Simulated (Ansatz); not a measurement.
## AlH5O2Si, SMILES O[SiH2][O][AlH2]: a rigid scan of one bond angle, step by step

With the Ansatz DFT code, driven from Python.

Run as a notebook:

In [1]:
```python
import ansatz as az
from ase import Atoms
```

In [2]:
```python
atoms = Atoms(["O", "Si", "O", "Al", "H", "H", "H", "H", "H"], positions=[
    (-0.8232, 1.2942, -0.9708),
    (0.1426, 1.0305, 0.3659),
    (-0.3191, -0.4566, 1.0936),
    (0.3165, -1.7694, -0.0601),
    (-1.7861, 1.3387, -0.6253),
    (1.5561, 1.0417, -0.0603),
    (0.003, 2.1184, 1.3508),
    (-0.7192, -2.2695, -1.2),
    (1.7179, -2.3741, 0.089),
])
```

In [3]:
```python
# start the scan from a relaxed geometry
first = (
    az.Crystal.molecule_from_ase(atoms).calculation()
    .basis(gaussian="def2-SVP")
    .functional("r2scan")
    .relax(force_tolerance=0.02, max_steps=80)
)
atoms.positions = first.run(threads=1, pin="off").report["positions_ang"]
```

In [4]:
```python
rows = []
for angle in [90, 100, 110, 120, 135, 150, 165, 179]:
    bent = atoms.copy()
    bent.set_angle(1, 0, 4, angle, indices=[4])
    calculation = az.Crystal.molecule_from_ase(bent).calculation().basis(gaussian="def2-SVP").functional("r2scan")
    rows.append((angle, calculation.run(threads=1, pin="off").report["free_energy_ev"]))
floor = min(e for _, e in rows)
for angle, e in rows:
    print(f"angle Si1-O0-H4 = {angle:3d} deg   {1000 * (e - floor):9.1f} meV")
```
```text
angle Si1-O0-H4 =  90 deg       304.8 meV
angle Si1-O0-H4 = 100 deg       104.3 meV
angle Si1-O0-H4 = 110 deg        12.3 meV
angle Si1-O0-H4 = 120 deg         0.0 meV
angle Si1-O0-H4 = 135 deg        77.8 meV
angle Si1-O0-H4 = 150 deg       206.2 meV
angle Si1-O0-H4 = 165 deg       321.6 meV
angle Si1-O0-H4 = 179 deg       376.6 meV
```

The scan is rigid, and the energies are electronic, in a modest basis. The zero is the lowest point of the grid, which needn't be the minimum. Finished in 88 s on 1 thread of Arm Neoverse V1 (shared host), peak memory 0.22 GiB.
